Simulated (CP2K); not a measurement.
Input of a CP2K 2026.2 run:

The input coo_scf.inp:

```
&GLOBAL
  PROJECT coo_scf
  RUN_TYPE ENERGY_FORCE
  PRINT_LEVEL LOW
&END GLOBAL
&FORCE_EVAL
  METHOD QS
  STRESS_TENSOR ANALYTICAL
  &DFT
    BASIS_SET_FILE_NAME BASIS_MOLOPT_UZH
    POTENTIAL_FILE_NAME POTENTIAL_UZH
    UKS T
    MULTIPLICITY 4
    &MGRID
      CUTOFF 850
      REL_CUTOFF 60
      NGRIDS 5
    &END MGRID
    &QS
      METHOD GPW
      EPS_DEFAULT 1.0E-10
    &END QS
    &KPOINTS
      SCHEME MONKHORST-PACK 11 11 11
      GAMMA_CENTERED T
      SYMMETRY T
      SYMMETRY_BACKEND SPGLIB
    &END KPOINTS
    &SCF
      SCF_GUESS ATOMIC
      EPS_SCF 1.0E-6
      MAX_SCF 150
      ADDED_MOS 13 16
      CHOLESKY OFF
      EPS_EIGVAL 1.0E-7
      &DIAGONALIZATION ON
        ALGORITHM STANDARD
      &END DIAGONALIZATION
      &MIXING ON
        METHOD PULAY_MIXING
        ALPHA 0.4
        BETA 1.5
        NBUFFER 6
      &END MIXING
      &SMEAR ON
        METHOD FERMI_DIRAC
        ELECTRONIC_TEMPERATURE [K] 580.226
      &END SMEAR
    &END SCF
    &XC
      &XC_FUNCTIONAL
        &PBE
          PARAMETRIZATION PBESOL
        &END PBE
      &END XC_FUNCTIONAL
    &END XC
    &PRINT
      &KPOINTS ON
      &END KPOINTS
      &MULLIKEN ON
      &END MULLIKEN
      &MO ON
        ENERGIES T
        OCCUPATION_NUMBERS T
        &EACH
          QS_SCF 0
        &END EACH
        ADD_LAST NUMERIC
      &END MO
      &LOWDIN ON
      &END LOWDIN
      &HIRSHFELD ON
        SHAPE_FUNCTION DENSITY
      &END HIRSHFELD
    &END PRINT
  &END DFT
  &SUBSYS
    &CELL
      ABC 3.0143962082 3.0143962082 3.0143962082
      ALPHA_BETA_GAMMA 60.0000000009 60.0000000003 60.0000000003
      PERIODIC XYZ
    &END CELL
    &COORD
      SCALED
      Co  0.0000000000 0.0000000000 0.0000000000
      O   0.5000000000 0.5000000000 0.5000000000
    &END COORD
    &KIND Co
      BASIS_SET TZVP-MOLOPT-PBE-GTH-q17
      POTENTIAL GTH-PBE-q17
      MAGNETIZATION 2.0
    &END KIND
    &KIND O
      BASIS_SET TZVP-MOLOPT-PBE-GTH-q6
      POTENTIAL GTH-PBE-q6
    &END KIND
    &PRINT
      &ATOMIC_COORDINATES ON
      &END ATOMIC_COORDINATES
      &CELL ON
      &END CELL
    &END PRINT
  &END SUBSYS
  &PRINT
    &FORCES ON
    &END FORCES
    &STRESS_TENSOR ON
    &END STRESS_TENSOR
  &END PRINT
&END FORCE_EVAL
```

Potentials or basis: POTENTIAL_UZH Co GTH-PBE-q17, O GTH-PBE-q6; TZVP-MOLOPT-PBE-GTH basis.

Command:

```console
$ OMP_NUM_THREADS=1 cp2k.psmp -i coo_scf.inp -o coo_scf.out
```

Task: What does it give for the Hirshfeld charges?

Result: Co +0.21; O -0.21 e.

Task: What does it give for the Mulliken charges?

Result: Co +0.93; O -0.93 e.

Task: Estimate the pressure.

Result: -9.1 GPa.

Caveat: the potentials were made for another functional, which shifts forces and pressure; the basis of atomic orbitals isn't converged, which shifts pressures, moduli and gaps; the total moment is fixed, so each spin has its own Fermi level; a cell with one magnetic atom can't hold antiferromagnetic order, which such compounds often take.
